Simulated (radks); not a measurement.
# Ag⁺ in [Kr] 4d10: an all-electron calculation

An exercise on one series of results from a longer session: the logs are not shown, and one member is left open.

Method: scalar-relativistic Kohn-Sham, RPBE, spin-unpolarised, spherical densities, point nucleus. Code: radks (a radial shooting solver on a logarithmic mesh, Libxc functionals) version 1.

## The atom as given

- element: silver (Z = 47)
- charge: +1
- electrons: 46
- configuration: [Kr] 4d10

Outer shells as boxes (Hund's rule):

Ag⁺
```
[Kr] core
4d [↑↓][↑↓][↑↓][↑↓][↑↓]
```

Set-up of the first run:

Input:

```text
Z 47
configuration [Kr] 4d10
relativity scalar-relativistic
functional rpbe,pbe
spin unpolarised
nucleus point
c 137.035999084
```

One of the session's tables, all rows but one given; the rest of the session is left out.

It belongs to the step «Orbitals and density». From the orbitals of this run (lengths in bohr):

```
level      <r>  outermost maximum (interpolated)  90 % within  nodes
   1s  0.03111                            0.0202       0.0558      0
   2s   0.1349                             0.114        0.208      1
   2p        ?                                 ?            ?      ?
   3s   0.3684                             0.333        0.542      2
   3p   0.3675                             0.326        0.553      1
   3d   0.3457                             0.274        0.547      0
   4s   0.9130                             0.823         1.33      3
   4p    1.002                             0.878         1.48      2
   4d    1.386                              1.04         2.24      1
```

Q: Estimate the row for 2p from the others.

**Answer.** <r>: 0.1177; outermost maximum (interpolated): 0.0911; 90 % within: 0.192; nodes: 0. In the column «<r>» it lies between 1s (0.03111) and 2s (0.1349).
